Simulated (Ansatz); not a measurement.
# Hf5H2: the cost of one run

Program: Ansatz 0.2.0. Level of theory: DFT PBE, scalar-relativistic, plane waves, PAW, unless a step names another level. These are calculated values, not measurements.

11 further runs of the same task are left out: 1 that didn't finish, 10 set aside as unsound or not needed.

## 1. The formula and the candidates

Pauling electronegativities: Hf 1.30, H 2.20 (spread 0.90). No set of common oxidation states balances it. Tabulated atomic sizes suggest about 16 Å³/atom. 23 candidates were drawn, by swapping species into database cells of other compounds, at random by space group and Wyckoff sites, or by hand, as the table says:

```csv
name,made from,space group no.,Wyckoff sites,atoms (primitive cell),V (Å³/atom)
c01,random,187,"Hf 3k, 2h; H 1a, 1e",7,16.1
c02,random,123,"Hf 4m, 1d; H 1c, 1a",7,17.2
c03,database cell of Ta2O5,47,"Hf 2q, 1h, 1b, 1e; H 1d, 1a",7,18.4
c04,random,189,"Hf 2c, 3g; H 2e",7,19.9
c05,built by hand: fluorite HfH2 layer in fct Hf,139,"Hf 4e, 2a, 4e; H 4d",7,15.5
c06,random,123,"Hf 2h, 2e, 1d; H 1c, 1a",7,15.6
c07,random,216,"Hf 16e, 4b; H 4d, 4c",7,19.8
c08,built by hand: 5-layer close-packed Hf with paired tetrahedral H sheet,164,"Hf 2d, 1a, 2d; H 2d",7,15.5
c09,random,216,"Hf 4a, 16e; H 4d, 4b",7,15.9
c10,random,123,"Hf 1d, 4i; H 1c, 1b",7,19.0
c11,random,166,"Hf 9d, 3b, 3a; H 6c",7,19.6
c12,random,83,"Hf 4k, 1a; H 2g",7,16.8
c13,random,139,"Hf 8j, 2a; H 4d",7,17.5
c14,random,139,"Hf 8h, 2a; H 4e",7,19.8
c15,built by hand: D1a (Ni4Mo)-like fcc Hf with ordered tetrahedral H,87,"Hf 8h, 2a; H 4d",7,15.6
c16,"built by hand: hcp Hf 10-layer, ordered octahedral H",194,"Hf 4f, 4f, 2c; H 4e",14,15.5
c17,random,216,"Hf 16e, 4a; H 4c, 4d",7,19.0
c18,random,123,"Hf 4n, 1b; H 2e",7,19.7
c19,"built by hand: 5-layer close-packed Hf, zeta-Zr2H-like tetrahedral H",164,"Hf 1a, 2d, 2d; H 2c",7,15.5
c20,random,191,"Hf 3f, 2e; H 1b, 1a",7,18.4
c21,random,69,"Hf 16j, 4b; H 8c",7,16.5
c22,random,191,"Hf 3g, 2c; H 2e",7,19.6
c23,"built by hand: hcp Hf 10-layer, ordered tetrahedral H",194,"Hf 4f, 4f, 2c; H 4f",14,15.5
```

## 2. Screening run of c13

input.yaml

```yaml
crystal:
  lattice:
    - [-3.29713413, 3.29713413, 2.81326606]
    - [3.29713413, -3.29713413, 2.81326606]
    - [3.29713413, 3.29713413, -2.81326606]
  atoms:
    - { symbol: Hf, position: [0.5, 0.23150194, 0.73150194] }
    - { symbol: Hf, position: [0.5, 0.76849806, 0.26849806] }
    - { symbol: Hf, position: [0.23150194, 0.5, 0.73150194] }
    - { symbol: Hf, position: [0.76849806, 0.5, 0.26849806] }
    - { symbol: Hf, position: [0.0, 0.0, 0.0] }
    - { symbol: H, position: [0.75, 0.25, 0.5] }
    - { symbol: H, position: [0.25, 0.75, 0.5] }
basis:
  ecutwfc: 420
kpoints:
  mp_grid: { grid: [4, 4, 4] }
hamiltonian:
  xc: pbe
scf:
  occupations: { method: gaussian, width: 0.2 }
  lower_state_search: "off"
output:
  forces: true
  stress: true
  eigenvalues: true
relax:
  adjacent_minimum: "off"
  f_tol: 0.08
  max_steps: 16
  cell: { stress_tol: 0.8 }
```

Run with:

```sh
$ ansatz run input.yaml --threads 1 --pin off --max-ram 2560MiB --backend cpu --events-out ev --progress --plain --runs-dir out
```

**Question.** How long does this run take on 1 thread of Intel Xeon 6975P-C (Granite Rapids), shared host, and how much memory does it need?

About 66 s, with a peak of 0.48 GiB.
